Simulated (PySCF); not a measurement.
# C4H12Al2Cl2: the cost of one run

The runs use PySCF 2.14.0, with density-fitted response routines of our own; the level of theory stands in each step. All values are computed, except where a source is named. Atoms are numbered from 0 throughout.

### 1 Starting geometry

20 atoms, charge 0, multiplicity 1; geometry from: GFN2-xTB. The atoms were then displaced at random by about 0.01 Å, so the start is not that level's minimum.

Bonds of the start (Å): C0–C1 1.54, C1–C2 1.54, C1–C3 1.52, C1–Al4 2.01, Al4–Cl5 2.20, Cl5–Al6 2.18, Al6–Cl7 2.17, Cl7–Al4 2.23, C0–H8 1.12, C0–H9 1.08, C0–H10 1.07, C2–H11 1.11, C2–H12 1.10, C2–H13 1.08, C3–H14 1.07, C3–H15 1.13, C3–H16 1.09, Al4–H17 1.54, Al6–H18 1.54, Al6–H19 1.51.

### 2 Optimising the geometry at PBE0-D3(BJ)/def2-SVP

The job: settings as JSON, then the geometry in Å.

```
{"job": {"xc": "PBE0", "basis": "def2-SVP", "d3": "d3bj", "grid": 1, "shake": 0.01, "kind": "geom"}, "charge": 0, "multiplicity": 1}
C     -1.652540    -1.202250    -0.789500
C     -0.895170     0.004790    -0.211510
C     -0.956590     1.186650    -1.196870
C     -1.530430     0.419470     1.108940
Al     0.843230    -0.837800     0.339090
Cl     2.370390    -1.017090    -1.239580
Al     3.701170     0.327690    -0.147200
Cl     2.234060     0.506540     1.447750
H     -2.732790    -0.935900    -0.896760
H     -1.592020    -2.040440    -0.116000
H     -1.279640    -1.469560    -1.755890
H     -0.346950     2.028450    -0.800840
H     -1.991400     1.537010    -1.349040
H     -0.541770     0.902760    -2.148280
H     -1.077190     1.278380     1.546790
H     -2.619600     0.667950     0.976080
H     -1.491080    -0.392200     1.828950
H      0.867230    -2.168330     1.109110
H      3.752590     1.673320    -0.885820
H      4.887500    -0.454050     0.365800
```

On the command line:

```
$ OMP_NUM_THREADS=1 python probes_run.py task.json out
```

This one command runs all jobs of the session in turn.

Q: Estimate the wall time and peak memory of this first job on 1 thread of Arm Neoverse V2, shared host.

About 4.7 min, with a peak of 0.92 GiB.
